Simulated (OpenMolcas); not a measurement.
**One shape, several levels: CH5AsSi (SMILES C1[SiH2][AsH]1)**

Wanted: a comparison of 6 runs (HF/STO-3G, HF/def2-SVP, BHLYP/def2-SVP, SVWN5/def2-SVP, MP2/def2-SVP, CCSD(T)/def2-SVP) of CH5AsSi. 

The results are computed with OpenMolcas 26.06.

1 further run of the same task is left out (set aside as unsound or not needed).

### 1 Starting point

CH5AsSi has 8 atoms, charge 0, and is taken as a singlet. SMILES: `C1[SiH2][AsH]1`. The shape is that of a PBE0-D4/def2-TZVP optimisation.

Bond lengths: C1–Si2 1.843 Å, C1–As3 2.046 Å, Si2–As3 2.317 Å, C1–H4 1.084 Å, C1–H5 1.086 Å, Si2–H6 1.480 Å, Si2–H7 1.479 Å, As3–H8 1.526 Å. Some angles: C1–Si2–As3 57.6°, Si2–C1–As3 72.9°, C1–As3–Si2 49.5°, C1–Si2–H6 117.5°, C1–Si2–H7 118.2°, As3–Si2–H6 118.8°, As3–Si2–H7 119.8°, Si2–C1–H4 121.0°, Si2–C1–H5 118.1°, As3–C1–H4 114.8°.

### 2 Energy and forces at HF/STO-3G (run 1)

test.inp reads:

```
&gateway
baslib=$CurrDir
coord
8
angstrom
C       -0.770300       0.017900      -0.576000
Si       0.707800       0.663100       0.315700
As      -0.538100      -1.122700       1.107200
H       -0.667200      -0.524000      -1.509300
H       -1.690700       0.591800      -0.522300
H        0.581300       1.973900       0.990500
H        2.040800       0.422300      -0.277100
H        0.428400      -2.079400       0.415600
basis=STO-3G
group=NoSym
&seward
&scf
thresholds=1e-10 1e-07 1e-07 1e-05
prorbitals=0
&alaska
```

The basis set STO-3G is read from a file made from the Basis Set Exchange's data (not shown).

Command:

```
$ export MOLCAS_MEM=1860
$ pymolcas test.inp > test.log
```

The program printed:

```text
--- Start Module: gateway ---
[...]
--- Stop Module: gateway /rc=_RC_ALL_IS_WELL_ ---
[...]
      Basis functions           37
[...]
--- Start Module: scf ---
[...]
       Convergence after  12 Iterations
[...]
::    Total SCF energy                              -2535.1727058858
[...]
      Total spin, S                                     0.0000000000
[...]
      Total electronic charge=   58.000000
      Total            charge=   -0.000000
[...]
      Dipole Moment (debye):
      Origin of the operator (angstrom)=   -0.2423   -0.5416    0.7001
                   X=  1.2890E+00               Y=  9.1042E-01               Z= -6.7327E-01           Total=  1.7157E+00
      Quadrupole Moment (debye*angstrom):
[...]
 *              Molecular gradients               *
 **************************************************
  Irreducible representation: a
 ------------------------------------------------------------------------------------------
                              X                       Y                       Z
 ------------------------------------------------------------------------------------------
  C1               -6.15354593144879E-04    1.64008453922371E-02   -2.57127648688442E-02
  SI2              -3.60038185264244E-03   -2.38439363562293E-03   -1.32507738301904E-02
  AS3              -3.84082574167905E-02   -1.56521140274428E-02    4.67612401176964E-02
  H4                1.21412856746871E-03   -5.05061108707672E-03   -2.86153628290275E-03
  H5               -6.54721661831470E-03    1.43711772379707E-03    5.39900669439242E-03
  H6               -2.97795703324011E-03    2.61518939566976E-02    1.58999828132202E-02
  H7                2.74497829274933E-02   -5.08450196497928E-03   -1.15147029298686E-02
  H8                2.34852560191712E-02   -1.58182363575401E-02   -1.47204517134867E-02
[...]
```

Wall time 3.3 s (1 thread of Intel Xeon Platinum 8259CL at 2.50GHz (Skylake/Cascade Lake), shared host); peak memory 0.37 GiB.

### 3 Energy and forces at HF/def2-SVP (run 2)

job.input reads:

```
* CH5AsSi Hartree-Fock

&gateway
  baslib=$CurrDir
  coord
  8
  angstrom
  C       -0.770300       0.017900      -0.576000
  Si       0.707800       0.663100       0.315700
  As      -0.538100      -1.122700       1.107200
  H       -0.667200      -0.524000      -1.509300
  H       -1.690700       0.591800      -0.522300
  H        0.581300       1.973900       0.990500
  H        2.040800       0.422300      -0.277100
  H        0.428400      -2.079400       0.415600
  basis=def2-SVP
  group=NoSym

&seward

&scf
  thresholds=1e-10 1e-07 1e-07 1e-05
  prorbitals=1 2

&alaska
```

The basis set def2-SVP is read from a file made from the Basis Set Exchange's data (not shown).

Command:

```
$ export MOLCAS_MEM=1860
$ pymolcas job.input > job.log
```

The program printed:

```text
--- Start Module: gateway ---
[...]
--- Stop Module: gateway /rc=_RC_ALL_IS_WELL_ ---
[...]
      Basis functions           89
[...]
--- Start Module: scf ---
[...]
       Convergence after  15 Iterations
[...]
::    Total SCF energy                              -2563.4786290841
[...]
      Total spin, S                                     0.0000000000
[...]
      Total electronic charge=   58.000000
      Total            charge=   -0.000000
[...]
      Dipole Moment (debye):
      Origin of the operator (angstrom)=   -0.2423   -0.5416    0.7001
                   X=  5.7191E-01               Y=  7.3413E-01               Z= -9.0503E-01           Total=  1.2981E+00
      Quadrupole Moment (debye*angstrom):
[...]
 *              Molecular gradients               *
 **************************************************
  Irreducible representation: a
 ------------------------------------------------------------------------------------------
                              X                       Y                       Z
 ------------------------------------------------------------------------------------------
  C1                3.24516982669198E-03    3.22770777669845E-04    3.99818554839726E-04
  SI2              -4.40654933936102E-03   -6.07337331760505E-03   -1.99218506605181E-03
  AS3              -5.17814451394116E-03    5.33921993261544E-03    3.19644666196695E-03
  H4                7.08949293261540E-04    3.44226742297060E-05    6.53952604871222E-04
  H5                2.46093508559753E-04   -3.74408267248771E-04    1.28564612150139E-03
  H6               -9.89532418051674E-04    1.98093230105467E-03    1.75818703940411E-03
  H7                2.15743702436910E-03   -5.58624038278721E-04   -1.68719490593938E-03
  H8                4.21657661850450E-03   -6.70940062390102E-04   -3.61467101043633E-03
[...]
```

It took 13 s on 1 thread of Intel Xeon Platinum 8259CL at 2.50GHz (Skylake/Cascade Lake), shared host; peak memory 0.49 GiB.

Runs 3 to 5 aren't shown in full; the table further down has their settings and results.

### 4 The energy at CCSD(T)/def2-SVP (run 6)

job.inp reads:

```
* CH5AsSi CCSD(T)
>>> EXPORT MOLCAS_PRINT=2

&GATEWAY
 BasLib = $CurrDir
 Coord
 8
 angstrom
 C       -0.770300       0.017900      -0.576000
 Si       0.707800       0.663100       0.315700
 As      -0.538100      -1.122700       1.107200
 H       -0.667200      -0.524000      -1.509300
 H       -1.690700       0.591800      -0.522300
 H        0.581300       1.973900       0.990500
 H        2.040800       0.422300      -0.277100
 H        0.428400      -2.079400       0.415600
 Basis = def2-SVP
 Group = NoSym

&SEWARD

&SCF
 Thresholds = 1e-10 1e-07 1e-07 1e-05
 PrOrbitals = 1 2

&RASSCF
 FileOrb = $Project.ScfOrb
 Spin = 1
 Nactel = 0 0 0
 Inactive = 29
 Ras2 = 0
 OutOrbitals = Canonical
 OrbListing = Few

&MOTRA
 JobIph
 Frozen = 15

&CCSDT
 CCT
 Triples = 2
 Iterations = 80
 Accuracy = 1e-08
 Extrapolation = 5 4
```

The basis set def2-SVP is read from a file made from the Basis Set Exchange's data (not shown).

Command:

```
$ export MOLCAS_MEM=1860
$ pymolcas job.inp > job.log
```

The program printed:

```text
--- Start Module: gateway ---
[...]
--- Stop Module: gateway /rc=_RC_ALL_IS_WELL_ ---
[...]
      Basis functions           89
[...]
       Convergence after  15 Iterations
[...]
::    Total SCF energy                              -2563.4786290841
[...]
      Total spin, S                                     0.0000000000
[...]
      Number of active orbitals                  0
[...]
      Spin quantum number                      0.0
[...]
      Active orbitals                            0
[...]
      Number of CSFs                             1
[...]
      Number of root(s) required                 1
[...]
      Convergence after  4 iterations
[...]
      Natural orbitals and occupation numbers for root  1
      ************************************************************************************************************************
      *                                                    Final results                                                     *
      ************************************************************************************************************************
[...]
::    RASSCF root number  1 Total energy:  -2563.47862908
[...]
      Total electronic charge=   58.000000
      Total            charge=   -0.000000
[...]
      Dipole Moment (debye):
      Origin of the operator (angstrom)=   -0.2423   -0.5416    0.7001
                   X=  5.7191E-01               Y=  7.3413E-01               Z= -9.0503E-01           Total=  1.2981E+00
      Quadrupole Moment (debye*angstrom):
[...]
--- Start Module: motra ---
[...]
--- Stop Module: motra /rc=_RC_ALL_IS_WELL_ ---
[...]
--- Start Module: ccsdt ---
[...]
      Convergence after                    15  Iterations
      Total energy (diff) :   -2563.98905225       0.00000001
[...]
 METHOD                       : CCSD+T(CCSD)+<T3(1)WT1> = CCSD(T)
[...]
       CCSD     =     -2563.9890522539299
[...]
```

It took 79 s on 1 thread of Intel Xeon Platinum 8259CL at 2.50GHz (Skylake/Cascade Lake), shared host; peak memory 0.49 GiB.

### 5 All runs side by side

```
run             level  integration grid      task   energy (Eh)  dipole moment (D) of the reference  HOMO energy (eV)  LUMO energy (eV)  wall time
  1         HF/STO-3G                 –  gradient  -2535.172706                                1.72             -6.40              8.08      3.3 s
  2       HF/def2-SVP                 –  gradient  -2563.478629                                1.30             -9.05              3.13       13 s
  3    BHLYP/def2-SVP         UltraFine  gradient  -2566.008048                                1.03             -7.72              0.83       41 s
  4    SVWN5/def2-SVP         UltraFine  gradient  -2561.228571                                0.92             -5.99             -1.07       33 s
  5      MP2/def2-SVP                 –    energy  -2563.954830                                1.30             -9.05              3.13       10 s
  6  CCSD(T)/def2-SVP                 –    energy  -2564.006150                                1.30             -9.05              3.13       79 s
```

### 6 Results

```
                                           quantity           value
                                run 6: total energy  -2564.00615 Eh
          run 6: dipole moment (mean-field density)          1.30 D
         run 6: HOMO energy (Hartree–Fock orbitals)        -9.05 eV
         run 6: LUMO energy (Hartree–Fock orbitals)         3.13 eV
       run 6: HOMO–LUMO gap (Hartree–Fock orbitals)        12.18 eV
run 6: correlation energy (15 core orbitals frozen)      -527.5 mEh
                              run 6: (T) correction      -17.10 mEh
```

What this shows: Below the HF energy at the same shape and in the same basis (def2-SVP): MP2 -476.2 mEh; CCSD(T) -527.5 mEh. Over runs 1, 2, 3, 4 the dipole moment (its size) runs from 0.92 D (SVWN5/def2-SVP) to 1.72 D (HF/STO-3G). The two ends differ in method and basis. Over runs 1, 2, 3, 4 the HOMO–LUMO gap runs from 4.91 eV (SVWN5/def2-SVP) to 14.48 eV (HF/STO-3G). Totals of different functionals can't be ranked against each other. In run 1 the basis is minimal, so the values are rough. All runs together took 3 min, the longest 79 s.
